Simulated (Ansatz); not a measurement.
# WS (Pm-3m) in Ansatz: a series of runs

Aim: see how the results for WS move with the level of theory and the settings. Levels: r2SCAN0, r2SCANh, B3LYP, HSEsol. Tasks: single point, relaxation of cell and atoms.

All numbers are computed with Ansatz 0.2.0; they aren't measurements. Logs are shortened: lines on timing, memory, paths and dates and some standing lists are left out, and cuts for length are marked.

**1. Starting point**

Symmetry: Pm-3m, No. 221, cubic system. Conventional cell: a = 3.008 Å, b = 3.008 Å, c = 3.008 Å, α = 90.00°, β = 90.00°, γ = 90.00°. W (site symmetry m-3m) is surrounded by 8 S at 2.60 Å. S (site symmetry m-3m) has 8 W at 2.60 Å as nearest neighbours.

The cell was built by a generator and needn't be a form met in nature.

**2. Single point, r2SCAN0**

File input.yaml:

```yaml
crystal:
  lattice:
    - [3.00789, 0.0, 0.0]
    - [0.0, 3.00789, 0.0]
    - [0.0, 0.0, 3.00789]
  atoms:
    - { symbol: W, position: [0.5, 0.5, 0.5] }
    - { symbol: S, position: [0.0, 0.0, 0.0] }
hamiltonian:
  xc: r2scan0
  pseudopotentials: { kind: paw }
kpoints:
  mp_grid: { grid: [5, 5, 5] }
scf:
  occupations: { method: fermi_dirac, width: 0.05 }
output:
  forces: true
  stress: true
  eigenvalues: true
```

Potentials or basis: Ansatz PAW.

On the command line:

```bash
$ ansatz run input.yaml --threads 2 --pin off --max-ram 5632MiB --backend cpu --events-out ev --progress --plain --runs-dir out
```

The log of the run:

```text
Warning: output.stress: scf.convergence.dr2_threshold = 1e-7 eV (the SCF's general default) is looser than the 2e-10 eV advised for a printed stress (1e-10 eV for each atom of the cell: 2). What an SCF threshold leaves in a stress goes as its square root, and in the free energy as the threshold itself, and one threshold admits the most on a small cell: of the crystals measured, under no hybrid functional and no lock of the moments, on runs that ended without the residual-converged pass, on stresses that held no estimate of that error, the worst erred by over 100 MPa in a component at 1e-7 eV an atom and by under 5 at 1e-10. Set scf.convergence.dr2_threshold to 2e-10 eV or tighter. The threshold is an SCF's pass mark: one that does not reach it within its budget of iterations ends unconverged, or closes short of it on a stop that the run arms, and scf.convergence.dr2_threshold's page says what that costs each kind of run
Warning: output.stress: scf.exx.energy_threshold = 1e-6 eV is looser than the 2e-8 eV advised for a stress under a hybrid functional (1e-8 eV for each atom of the cell: 2). Every SCF of the exchange loop can meet its threshold on dr2 while the loop round them stops early: no threshold on dr2 bounds what that leaves in the stress. Set scf.exx.energy_threshold to 2e-8 eV or tighter. The threshold is the loop's pass mark: a loop that does not reach it within its budget of cycles ends unconverged, and scf.exx.energy_threshold's page has the law
Warning: RAYON_NUM_THREADS=2 ignored (pool sized by the plan → 2); use --threads N
Engine: ansatz 0.2.0, x86_64-unknown-linux-gnu
Pseudopotentials: kind: paw
Pseudopotential: W, paw, valence charge 14, recommended cutoff 500 eV (meta_gga), W.paw.azcp
Pseudopotential: S, paw, valence charge 6, recommended cutoff 500 eV (meta_gga), S.paw.azcp
Functional definition: r2SCAN0
  parameter a = 0.25
  parameter k0 = 0.174
  parameter k1 = 0.065
  parameter a1 = 4.9479
  exchange = (1 - a)*r2scan_x(k0 = k0, k1 = k1, a1 = a1) + a*exact_x
  correlation = r2scan_c
Crystal: 2 atoms, lattice volume = 27.214 Å³
Basis set: ecut = 500 eV, 739 PW (Γ), exchange–correlation on 96×96×96 points (64 copies of the dense FFT grid, shifted against one another)
Bands: 14, of which v1, the nominal top of the filled ones, is band 10 counted from 1 (9 counted from 0)
Symmetry: 48 space group operations
Space group: Pm-3m (ITA 221), of the structure as read, at distance tolerance 3.0e-5 Å
k-points: 10 of 125
Non-local potential: W, projectors of the file, l = 0: 3, l = 1: 2, l = 2: 2, l = 3: 1
Non-local potential: S, projectors of the file, l = 0: 2, l = 1: 2, l = 2: 2
PAW form: soft (Blöchl's): semilocal exchange-correlation on the pseudo side does not see the compensation charge
PAW frozen core: W, regenerated for the run's functional, and the local potential with it (the file was generated under x = pbe(κ = 0.804, μ = 0.2195149727645171), c = pbe(β = 0.06672455060314922))
PAW frozen core: S, regenerated for the run's functional, and the local potential with it (the file was generated under x = pbe(κ = 0.804, μ = 0.2195149727645171), c = pbe(β = 0.06672455060314922))
PAW one-centre angular grid: W, 590 points (default); XC on 160 Gauss nodes
PAW one-centre angular grid: S, 302 points (default); XC on 160 Gauss nodes
Initial density: superposition of atomic densities (neutral atoms: chi_scale 0, normalization atom), corrected by the library's trained network
Initial wavefunctions: pseudopotential atomic-orbital guess
Functional: x = r2scan, c = r2scan; τ floored in thin density (d = 2e-4 eV/Å³), warm-up for x = 0.75 r2scan + 0.25 exact, c = r2scan; τ floored in thin density (d = 2e-4 eV/Å³)
SCF iter   1: F=—  HF=-11302.439735 eV  |F-HF|=—  |Δ(HF+E_count)|=         —  Δρ=7.32e-3  dr2=7.52e-3  dr2_τ=4.06e-2  ethr=1.77e-3  ⟨swp⟩=5.5  Hψ=555  notcnv=0
preconditioner: auto → none  [metal: Δε(μ)=0.041 eV  Ē_g=9.915 eV  σ=0.050 eV  W_gap=0.20  n_scr=6 (ndim 8)  ℏωp=24.7 eV  f_vac=0.000  D(μ)=2.69/eV (n_scr^D=32)  sad-step TF]
SCF iter   2: F=—  HF=-11302.525287 eV  |F-HF|=—  |Δ(HF+E_count)|=   8.56e-2  Δρ=5.01e-3  dr2=3.44e-3  dr2_τ=2.13e-4  ethr=3.76e-5  ⟨swp⟩=3.6  Hψ=392  notcnv=0
SCF iter   3: F=—  HF=-11302.528308 eV  |F-HF|=—  |Δ(HF+E_count)|=   3.02e-3  Δρ=2.76e-3  dr2=3.25e-3  dr2_τ=3.87e-4  ethr=1.72e-5  ⟨swp⟩=3.8  Hψ=383  notcnv=0
iter 4 solved again at ethr=2.36e-7 eV; its pass at ethr=1.62e-5 eV (dr2=4.73e-5 eV) is discarded
SCF iter   4: F=—  HF=-11302.527561 eV  |F-HF|=—  |Δ(HF+E_count)|=   7.47e-4  Δρ=4.65e-4  dr2=4.23e-5  dr2_τ=1.88e-5  ethr=2.36e-7  ⟨swp⟩=3.0  Hψ=552  notcnv=0
eigensolver tolerance schedule: the retry pair's looser diagonalisation over-reported the residual by 0.12 of it (diagonalisation noise at 0.12 of the residual, at the tolerance the schedule requests for it); recorded, not acted on — ethr = c·dr2/N_el stays at c = 1.0e-1
SCF iter   5: F=—  HF=-11302.527555 eV  |F-HF|=—  |Δ(HF+E_count)|=   6.07e-6  Δρ=1.88e-4  dr2=1.11e-5  dr2_τ=3.06e-7  ethr=2.12e-7  ⟨swp⟩=3.0  Hψ=280  notcnv=0
SCF iter   6: F=—  HF=-11302.527559 eV  |F-HF|=—  |Δ(HF+E_count)|=   3.53e-6  Δρ=2.65e-5  dr2=2.06e-7  dr2_τ=1.74e-8  ethr=5.53e-8  ⟨swp⟩=3.0  Hψ=291  notcnv=0
SCF iter   7: F=—  HF=-11302.527559 eV  |F-HF|=—  |Δ(HF+E_count)|=   8.78e-8  Δρ=5.37e-6  dr2=6.56e-9  dr2_τ=6.64e-10  ethr=1.03e-9  ⟨swp⟩=3.9  Hψ=323  notcnv=0
SCF iter   8: F=—  HF=-11302.527559 eV  |F-HF|=—  |Δ(HF+E_count)|=   3.00e-9  Δρ=2.15e-6  dr2=1.25e-9  dr2_τ=4.70e-11  ethr=3.28e-11  ⟨swp⟩=3.0  Hψ=307  notcnv=0
SCF iter   9: F=-11302.527559 eV  HF=-11302.527559 eV  |F-HF|=3.27e-11  |Δ(HF+E_count)|=  4.35e-10  Δρ=8.29e-7  dr2=2.06e-10  dr2_τ=6.89e-12  ethr=6.24e-12  ⟨swp⟩=3.0  Hψ=285  notcnv=0
SCF 1 converged in 9 iterations: F = -11302.527559 eV  dr2 = 2.06e-10
Initial density: handed on by an earlier stage of this run
Initial wavefunctions: those handed on with the density
Functional: x = 0.75 r2scan + 0.25 exact, c = r2scan; τ floored in thin density (d = 2e-4 eV/Å³)
Frozen-core exchange: fock
iter 1 solved again at ethr=7.50e-5 eV; its pass at ethr=1.00e-1 eV (dr2=1.50e-2 eV) is discarded
SCF iter   1: F=—  HF=-11297.853386 eV  |F-HF|=—  |Δ(HF+E_count)|=         —  Δρ=7.60e-3  dr2=1.79e-2  dr2_τ=4.10e-3  ethr=7.50e-5  ⟨swp⟩=4.0  Hψ=658  notcnv=0
preconditioner: auto → none  [metal: Δε(μ)=0.057 eV  Ē_g=11.806 eV  σ=0.050 eV  W_gap=0.27  n_scr=6 (ndim 8)  ℏωp=24.7 eV  f_vac=0.000  D(μ)=2.55/eV (n_scr^D=26)]
SCF iter   2: F=—  HF=-11297.845699 eV  |F-HF|=—  |Δ(HF+E_count)|=   7.69e-3  Δρ=2.18e-3  dr2=2.36e-3  dr2_τ=7.98e-4  ethr=7.50e-5  ⟨swp⟩=3.0  Hψ=363  notcnv=0
SCF iter   3: F=—  HF=-11297.845245 eV  |F-HF|=—  |Δ(HF+E_count)|=   4.54e-4  Δρ=7.63e-4  dr2=7.64e-4  dr2_τ=4.68e-5  ethr=8.66e-6  ⟨swp⟩=3.0  Hψ=297  notcnv=0
SCF iter   4: F=—  HF=-11297.845187 eV  |F-HF|=—  |Δ(HF+E_count)|=   5.77e-5  Δρ=2.06e-4  dr2=5.62e-4  dr2_τ=1.10e-6  ethr=1.02e-6  ⟨swp⟩=3.0  Hψ=276  notcnv=0
SCF iter   5: F=—  HF=-11297.848644 eV  |F-HF|=—  |Δ(HF+E_count)|=   3.46e-3  Δρ=7.22e-4  dr2=1.51e-3  dr2_τ=1.18e-5  ethr=1.53e-8  ⟨swp⟩=5.1  Hψ=539  notcnv=0
SCF iter   6: F=—  HF=-11297.848581 eV  |F-HF|=—  |Δ(HF+E_count)|=   6.33e-5  Δρ=7.91e-5  dr2=1.38e-3  dr2_τ=1.51e-7  ethr=1.53e-8  ⟨swp⟩=4.3  Hψ=451  notcnv=0
SCF iter   7: F=—  HF=-11297.853677 eV  |F-HF|=—  |Δ(HF+E_count)|=   5.10e-3  Δρ=2.06e-4  dr2=1.45e-3  dr2_τ=6.62e-7  ethr=3.21e-9  ⟨swp⟩=5.1  Hψ=484  notcnv=0
SCF iter   8: F=—  HF=-11297.856187 eV  |F-HF|=—  |Δ(HF+E_count)|=   2.51e-3  Δρ=7.67e-5  dr2=2.72e-5  dr2_τ=1.34e-7  ethr=3.21e-9  ⟨swp⟩=4.6  Hψ=428  notcnv=0
SCF iter   9: F=-11297.856230 eV  HF=-11297.856230 eV  |F-HF|=5.33e-7  |Δ(HF+E_count)|=   4.32e-5  Δρ=5.69e-5  dr2=9.83e-7  dr2_τ=5.33e-8  ethr=3.21e-9  ⟨swp⟩=4.2  Hψ=378  notcnv=0
SCF 2 stopped early in 9 iterations: F = -11297.856230 eV  dr2 = 9.83e-7
hybrid outer 1: dexx = +1.946e-2 eV, tail = 7.32e-6 eV
Frozen-core exchange: fock
SCF iter   1: F=—  HF=-11297.856316 eV  |F-HF|=—  |Δ(HF+E_count)|=         —  Δρ=6.97e-5  dr2=3.15e-6  dr2_τ=5.28e-7  ethr=1.72e-7  ⟨swp⟩=3.4  Hψ=379  notcnv=0
preconditioner: auto → none  [insulator: Δε(μ)=0.416 eV  Ē_g=11.776 eV  σ=0.050 eV  W_gap=0.91  n_scr=6 (ndim 8)  ℏωp=24.7 eV  f_vac=0.000  D(μ)=0.61/eV (n_scr^D=0)]
SCF iter   2: F=—  HF=-11297.856316 eV  |F-HF|=—  |Δ(HF+E_count)|=   2.04e-7  Δρ=6.93e-6  dr2=2.66e-6  dr2_τ=9.32e-10  ethr=2.75e-9  ⟨swp⟩=2.9  Hψ=260  notcnv=0
SCF iter   3: F=—  HF=-11297.856368 eV  |F-HF|=—  |Δ(HF+E_count)|=   5.20e-5  Δρ=2.99e-5  dr2=4.54e-7  dr2_τ=1.94e-8  ethr=2.95e-11  ⟨swp⟩=4.3  Hψ=483  notcnv=0
SCF iter   4: F=—  HF=-11297.856368 eV  |F-HF|=—  |Δ(HF+E_count)|=   1.30e-7  Δρ=2.37e-6  dr2=2.68e-8  dr2_τ=5.93e-11  ethr=2.95e-11  ⟨swp⟩=4.0  Hψ=399  notcnv=0
SCF iter   5: F=-11297.856368 eV  HF=-11297.856368 eV  |F-HF|=8.30e-9  |Δ(HF+E_count)|=   1.91e-7  Δρ=4.79e-6  dr2=1.04e-8  dr2_τ=4.87e-10  ethr=2.64e-12  ⟨swp⟩=4.0  Hψ=414  notcnv=0
SCF 3 converged in 5 iterations: F = -11297.856368 eV  dr2 = 1.04e-8
  Residual-converged pass: ⟨swp⟩=2.0  Hψ=192  notcnv=0  max |occ|·‖R‖ = 2.4e-6 eV (tolerance 2.4e-6 eV)  dr2=1.04e-8  dr2_τ=4.88e-10  dr2_onsite=1.73e-10  max |Δocc| = 3.1e-13
hybrid outer 2: dexx = +1.893e-7 eV, tail = 2.72e-8 eV, Δε = 1.46e-3 eV (about 1.85e-4 eV left of the loop's levels)
hybrid SCF converged: 2 outer / 14 inner (+9 warm-up), last move |dexx| = 1.89e-7 eV, tail = 2.72e-8 eV
Stability not checked: this state was not tested for a lower state beside it, because the functional holds exact exchange (a hybrid, or Hartree-Fock), whose exchange loop this test does not read (fock_operator; see scf.lower_state_search)
Free energy (F): -11297.856368 eV
Frozen-core exchange: fock
Harris-Foulkes:  -11297.856368 eV  (|F-HF|=8.30e-9)
Internal energy: -11297.850444 eV  (E = F + TS)
E sigma→0 (E₀):  -11297.853406 eV
Entropy (-TS):   -0.005924 eV (-2.962 meV/atom)
Fermi energy:    20.556166 eV
--- Per-component energies (eV) ---
  E_band       = -108.864345
  E_kinetic    = 562.416834
  E_local      = -710.984552  (includes V_loc(G=0)·N_el)
  E_nonlocal   = 30.285053
  E_hartree    = 261.736866
  E_xc         = -265.252124
  E_vxc        = -273.248151  (∫ρ·V_xc dr)
  E_exx        = -60.159478  (= α·E_x^exact, valence–valence)
  E_paw        = -9214.286212  (= ΣΔE_a)
  E_vpaw       = -132.842261  (= ΣTr[D̂ρ^β])
  E_aug_tail   = -0.000050  (compensation charges beyond the density's cutoff)
  E_vtau       = 12.352262  (kinetic-family band-sum trace: ∫τ·v_τ [+ j·A + Jᵃ·Aᵃ] dr)
  E_ewald      = -1898.108939
  E_core_change = -3.497842  (= ΣΔE_core)
  E_smearing   = -0.005924  (= −TS)
  E_closure    = 0.000000  (closes the sum)
  Σ components = -11297.856368   (vs F -11297.856368, Δ=0.00e0)
--- Forces (eV/Å), atoms counted from 1 ---
  atom   1  W      0.00000000    -0.00000000    -0.00000000
  atom   2  S     -0.00000000     0.00000000     0.00000000
  max |Σ_I F_I| component: 6.90e-30 eV/Å
--- Stress (GPa, compression-positive) ---
       -9.904785      -0.000000      -0.000000
       -0.000000      -9.904785       0.000000
        0.000000       0.000000      -9.904785
  P = ⅓ Tr σ = -9.9048 GPa (-99.048 kbar)
--- Band table (eV; the first three rows and the last of 10) ---
  k-point 0: bands = ["-60.2481", "-22.4810", "-22.4810", "-22.4810", "-0.6126", "14.0637", "14.0637", "16.1050", "16.1050", "16.1050", "21.9291", "21.9291", "21.9291", "23.6409"]
  k-point 1: bands = ["-60.2399", "-22.6619", "-22.4641", "-22.4641", "0.0888", "11.6364", "14.4827", "15.2472", "15.2472", "17.6041", "22.1317", "23.0434", "23.0434", "25.7348"]
  k-point 2: bands = ["-60.2264", "-22.9487", "-22.4358", "-22.4358", "1.6647", "8.1832", "14.2060", "14.2060", "15.3172", "22.2586", "22.6525", "25.3162", "25.3162", "25.8525"]
  k-point 9: bands = ["-60.1822", "-22.8313", "-22.8270", "-22.8270", "3.7410", "9.7794", "9.7794", "11.0600", "19.5895", "20.8476", "20.8476", "25.5965", "25.5965", "27.4943"]
```

Wall time 22 s (2 threads of Intel Xeon Platinum 8259CL at 2.50GHz (Skylake/Cascade Lake), shared host); peak memory 1.1 GiB.

Results:

| Item | Value |
| --- | --- |
| Free energy | -11297.8564 eV |
| Pressure | -9.9 GPa |
| Band gap on the k mesh | none (metal or under the smearing width) |

Levels at points of the mesh, in eV from the Fermi level:
| k point | band 6 | band 7 | band 8 | band 9 | band 10 | band 11 | band 12 | band 13 | band 14 |
| --- | --- | --- | --- | --- | --- | --- | --- | --- | --- |
| (0.00, 0.00, 0.00) | -6.49 | -6.49 | -4.45 | -4.45 | -4.45 | 1.37 | 1.37 | 1.37 | 3.08 |

Caveat: the k mesh is coarse (spacing up to 0.42 Å⁻¹), so the values aren't converged, least of all with exact exchange; the PAW data sets come from PBE, with cores solved anew for the run's functional, which leaves a small shift of forces and pressure; the thresholds are loose for stress.

**3. Single point, r2SCANh**

Changes to input.yaml since step 2:

```diff
@@ -9,3 +9,3 @@
 hamiltonian:
-  xc: r2scan0
+  xc: r2scanh
   pseudopotentials: { kind: paw }
```

Potentials or basis: Ansatz PAW.

On the command line:

```bash
$ ansatz run input.yaml --threads 2 --pin off --max-ram 5632MiB --backend cpu --events-out ev --progress --plain --runs-dir out
```

Run time: 60 s. Hardware: 2 threads of Intel Xeon Platinum 8259CL at 2.50GHz (Skylake/Cascade Lake), shared host; peak memory 1 GiB.

It converged, with:

```
Free energy            : -11300.6480 eV
Pressure               : -5.7 GPa
Band gap on the k mesh : none (metal or under the smearing width)
```

Levels at points of the mesh, in eV from the Fermi level:
| k point | band 8 | band 9 | band 10 | band 11 | band 12 | band 13 |
| --- | --- | --- | --- | --- | --- | --- |
| (0.00, 0.00, 0.00) | -3.78 | -3.78 | -3.78 | 1.15 | 1.15 | 1.15 |

Caveat: the k mesh is coarse (spacing up to 0.42 Å⁻¹), so the values aren't converged, least of all with exact exchange; the PAW data sets come from PBE, with cores solved anew for the run's functional, which leaves a small shift of forces and pressure; the thresholds are loose for stress. The run has no spin-orbit coupling, so splittings on W are missing.

**4. Relaxation of cell and atoms, B3LYP**

Changes to input.yaml since step 3:

```diff
@@ -9,3 +9,3 @@
 hamiltonian:
-  xc: r2scanh
+  xc: b3lyp
   pseudopotentials: { kind: paw }
@@ -19 +19,5 @@
   eigenvalues: true
+relax:
+  f_tol: 0.01
+  max_steps: 40
+  cell: { stress_tol: 0.05 }
```

On the command line:

```bash
$ ansatz run input.yaml --threads 2 --pin off --max-ram 5632MiB --backend cpu --events-out ev --progress --plain --runs-dir out
```

Wall time 34 s (2 threads of Arm Neoverse V1, shared host); peak memory 0.72 GiB.

The run converged. Its results:

- Free energy: -11302.8890 eV
- Relaxed volume: 13.89 Å³/atom
- Relaxed cell: a = 3.029 Å, b = 3.029 Å, c = 3.029 Å, α = 90.00°, β = 90.00°, γ = 90.00°
- Space group after relaxing (to 0.05 Å): Pm-3m (No. 221)
- Energy gained by relaxing: 4.5 meV/atom
- Ionic steps: 5
- Pressure after relaxing: 0.0 GPa
- Band gap on the k mesh: none (metal or under the smearing width)

Step by step:
```csv
step,energy change (eV),largest force (eV/Å),volume (Å³)
1,0.0000,0.0000,27.21
2,-0.0059,0.0000,28.11
3,-0.0088,0.0000,27.80
4,-0.0088,0.0000,27.78
5,-0.0090,0.0000,27.78
```

Final structure:
```
CELL_PARAMETERS angstrom
3.02879 0.00000 0.00000
0.00000 3.02879 0.00000
0.00000 0.00000 3.02879
ATOMIC_POSITIONS crystal
W 0.50000 0.50000 0.50000
S 0.00000 0.00000 0.00000
```

Levels at points of the mesh, in eV from the Fermi level:
| k point | band 7 | band 8 | band 9 | band 10 | band 11 | band 12 | band 13 | band 14 |
| --- | --- | --- | --- | --- | --- | --- | --- | --- |
| (0.00, 0.00, 0.00) | -5.72 | -4.01 | -4.01 | -4.01 | 1.20 | 1.20 | 1.20 | 2.54 |

Caveat: the k mesh is coarse (spacing up to 0.42 Å⁻¹), so the values aren't converged, least of all with exact exchange; the plane-wave basis is chosen anew once the cell has moved, so the energies of steps on either side of that aren't comparable; the PAW data sets come from PBE, with cores solved anew for the run's functional, which leaves a small shift of forces and pressure. Spin-orbit coupling is left out, which matters for the levels of W.

**5. Relaxation of cell and atoms, HSEsol**

Changes to input.yaml since step 4:

```diff
@@ -9,3 +9,6 @@
 hamiltonian:
-  xc: b3lyp
+  xc:
+    exchange: hjs_pbesol
+    correlation: pbesol
+    exx: { coeff: 0.25, omega: 0.207 }
   pseudopotentials: { kind: paw }
@@ -19,2 +22,6 @@
   eigenvalues: true
+  write_density: true
+  write_potential: true
+  elf: true
+  volumetric_format: npy
 relax:
```

On the command line:

```bash
$ ansatz run input.yaml --threads 2 --pin off --max-ram 5632MiB --backend cpu --events-out ev --progress --plain --runs-dir out
```

Run time: 66 s. Hardware: 2 threads of Arm Neoverse N1, shared host; peak memory 0.69 GiB.

The run converged. Its results:

* Free energy: -11180.6924 eV
* Relaxed volume: 12.96 Å³/atom
* Relaxed cell: a = 2.960 Å, b = 2.960 Å, c = 2.960 Å, α = 90.00°, β = 90.00°, γ = 90.00°
* Space group after relaxing (to 0.05 Å): Pm-3m (No. 221)
* Energy gained by relaxing: 27.0 meV/atom
* Ionic steps: 6
* Pressure after relaxing: 0.0 GPa
* Band gap on the k mesh: none (metal or under the smearing width)

Step by step:
| step | energy change (eV) | largest force (eV/Å) | volume (Å³) |
| --- | --- | --- | --- |
| 1 | 0.0000 | 0.0000 | 27.21 |
| 2 | -0.0264 | 0.0000 | 25.06 |
| 3 | -0.0543 | 0.0000 | 26.00 |
| 4 | -0.0546 | 0.0000 | 25.93 |
| 5 | -0.0546 | 0.0000 | 25.92 |
| 6 | -0.0540 | 0.0000 | 25.92 |

Final structure:
```yaml
crystal:
  lattice:
    - [2.95960, 0.00000, 0.00000]
    - [0.00000, 2.95960, 0.00000]
    - [0.00000, 0.00000, 2.95960]
  atoms:
    - { symbol: W, position: [0.50000, 0.50000, 0.50000] }
    - { symbol: S, position: [0.00000, 0.00000, 0.00000] }
```

Levels at points of the mesh, in eV from the Fermi level:
| k point | band 8 | band 9 | band 10 | band 11 | band 12 | band 13 |
| --- | --- | --- | --- | --- | --- | --- |
| (0.00, 0.00, 0.00) | -3.76 | -3.76 | -3.76 | 1.26 | 1.26 | 1.26 |

Caveat: the k mesh is coarse (spacing up to 0.42 Å⁻¹), so the values aren't converged, least of all with exact exchange; the plane-wave basis is chosen anew once the cell has moved, so the energies of steps on either side of that aren't comparable; the PAW data sets come from PBE, with cores solved anew for the run's functional, which leaves a small shift of forces and pressure. The run has no spin-orbit coupling, so splittings on W are missing.

**6. Summary**

```csv
task,level,cell,cutoff (eV),gap on the mesh (eV),pressure (GPa),relaxed volume (Å³/atom)
single point,r2SCAN0,as given,500,none,-9.9,-
single point,r2SCANh,as given,500,none,-5.7,-
relaxation of cell and atoms,B3LYP,relaxed,420,none,0.0,13.89
relaxation of cell and atoms,HSEsol,relaxed,420,none,0.0,12.96
```

Alike in all rows: potentials or basis Ansatz PAW; no spin polarisation; k mesh 5 × 5 × 5; smearing fermi-dirac 0.05 eV; the mesh is coarse, so values aren't converged.

Caveats: all runs use coarse meshes; the PAW data sets come from PBE, with cores solved anew for the run's functional, which leaves a small shift of forces and pressure; the thresholds are loose for stress (some runs); the plane-wave basis is chosen anew once the cell has moved, so the energies of steps on either side of that aren't comparable (some runs).

Absolute energies hang on the potentials; compare differences alone.
